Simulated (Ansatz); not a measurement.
# OsIBr: the cost of one run

Program: Ansatz 0.2.0. PAW datasets, plane waves. Spin-unpolarised throughout. Whether this structure exists isn't addressed.

## Step 1: Starting point

The cell was relaxed beforehand with r2SCAN.

In-plane lattice: a = 3.753 Å, b = 3.753 Å, γ = 120.0°; thickness between the outer nuclei 3.24 Å. Os has 3 I at 2.53 Å and 3 Br at 2.90 Å; Br has 3 Os at 2.90 Å and 1 I at 3.24 Å; I has 3 Os at 2.53 Å and 1 Br at 3.24 Å.

Coordinates:

```xyz
3
Lattice="3.7533 0.0000 0.0000 -1.8767 3.2505 0.0000 0.0000 0.0000 30.9119" Properties=species:S:1:pos:R:3 pbc="T T F"
Os    0.0000    2.1670    8.7950
Br    1.8767    1.0835   10.7226
I     1.8767    1.0835    7.4824
```
The sheet repeats along a and b alone.

## Step 2: PBE bands along the symmetry lines

File input.yaml:

```yaml
crystal:
  lattice:
    - [3.753321219, 0.0, 0.0]
    - [-1.8766606095, 3.2504715242, 0.0]
    - [0.0, 0.0, 30.9119133568]
  atoms:
    - { symbol: Os, position: [0.3333333333, 0.6666666667, 0.2845175089] }
    - { symbol: Br, position: [0.6666666667, 0.3333333333, 0.3468768943] }
    - { symbol: I, position: [0.6666666667, 0.3333333333, 0.24205525] }
  periodic: [true, true, false]
kpoints:
  mp_grid: { grid: [12, 12, 1] }
  band_path:
    path:
      - [0, 0, 0]
      - [0.5, 0, 0]
      - [0.3333333333333, 0.3333333333333, 0]
      - [0, 0, 0]
    npoints: 10
hamiltonian:
  xc: pbe
scf:
  occupations: { method: fermi_dirac, width: 0.02 }
  n_extra_bands: 4
output:
  forces: true
  stress: true
  eigenvalues: true
```

On the command line:

```bash
$ ansatz run input.yaml --threads 4 --pin off --max-ram 5529MiB --backend cpu --events-out ev --progress --plain --runs-dir out
```

Q: Estimate wall time and peak memory on 4 threads of Arm Neoverse V1, shared host.

About 9.3 s, with a peak of 0.69 GiB.
